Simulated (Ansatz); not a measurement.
# C2H3FOSi: how energies converge with the basis set

An exercise on one series of results from a longer session: the logs are not shown, and one member is left open.

Computed with Ansatz 0.2.0, Gaussian basis. Level: one geometry, several basis sets.

The runs, in order: PBE0-D4/def2-SVP; ωB97M-V/def2-SVP; PBE0-D4/def2-QZVPP; ωB97M-V/def2-QZVPP; the functionals' def2-TZVPP values are taken from earlier runs.

### Structure used throughout

The geometry comes from an earlier relaxation with PBE0-D4 in a triple-zeta def2 set; it is a stationary point, not always the lowest conformer.

SMILES `FC1=C[SiH2]O1`, 8 atoms, charge 0, spin multiplicity 1.

Atoms are counted from 1 here; the program's logs count them from 0.

Bond lengths: F1–C2 1.307 Å, C2–C3 1.344 Å, C2–O5 1.347 Å, C3–Si4 1.822 Å, C3–H6 1.075 Å, Si4–O5 1.738 Å, Si4–H7 1.480 Å, Si4–H8 1.480 Å. Angles: F1–C2–C3 131.4°, F1–C2–O5 115.0°, C3–C2–O5 113.5°, C2–C3–Si4 82.4°, C2–C3–H6 129.4°, Si4–C3–H6 148.1°, C3–Si4–O5 78.4°, C3–Si4–H7 120.5°, C3–Si4–H8 120.5°, O5–Si4–H7 110.6°, O5–Si4–H8 110.6°, H7–Si4–H8 110.8°, C2–O5–Si4 85.6°.

The first run:

Input file in.yaml:

```yaml
crystal:
  periodic: [false, false, false]
  atoms:
    - {symbol: F, position_ang: [-0.433502, 1.551466, 1.752570]}
    - {symbol: C, position_ang: [-0.196408, 0.702586, 0.786851]}
    - {symbol: C, position_ang: [0.742705, -0.249085, 0.649908]}
    - {symbol: Si, position_ang: [-0.102300, -0.513889, -0.942303]}
    - {symbol: O, position_ang: [-1.035189, 0.785766, -0.263916]}
    - {symbol: H, position_ang: [1.530625, -0.532563, 1.323245]}
    - {symbol: H, position_ang: [0.535151, -0.092161, -2.209383]}
    - {symbol: H, position_ang: [-0.948983, -1.709119, -1.152571]}
basis:
  gaussian: {orbitals: def2-SVP}
hamiltonian: {xc: pbe0, dispersion: d4}
output: {orbitals: {seedname: orbitals}}
```

Run with:

```sh
ansatz run in.yaml --threads 2 --pin off --events-out ev --progress --plain --max-ram 4352MiB
```

Among the steps run: PBE0-D4 in def2-SVP; ωB97M-V in def2-SVP; PBE0-D4 in def2-QZVPP; ωB97M-V in def2-QZVPP.

One of the session's tables, all rows but one given; the rest of the session is left out.

```
functional       basis  HOMO (eV)  LUMO (eV)
   PBE0-D4    def2-SVP      -7.11      -0.09
   PBE0-D4  def2-TZVPP      -7.18      -0.46
   PBE0-D4  def2-QZVPP      -7.22      -0.57
   ωB97M-V    def2-SVP      -9.32       1.87
   ωB97M-V  def2-TZVPP      -9.42       1.26
   ωB97M-V  def2-QZVPP          ?          ?
```

Estimate the missing values for ωB97M-V, def2-QZVPP.

**Answer.** HOMO (eV): -9.46; LUMO (eV): 0.95. In the column «HOMO (eV)» it is the lowest.
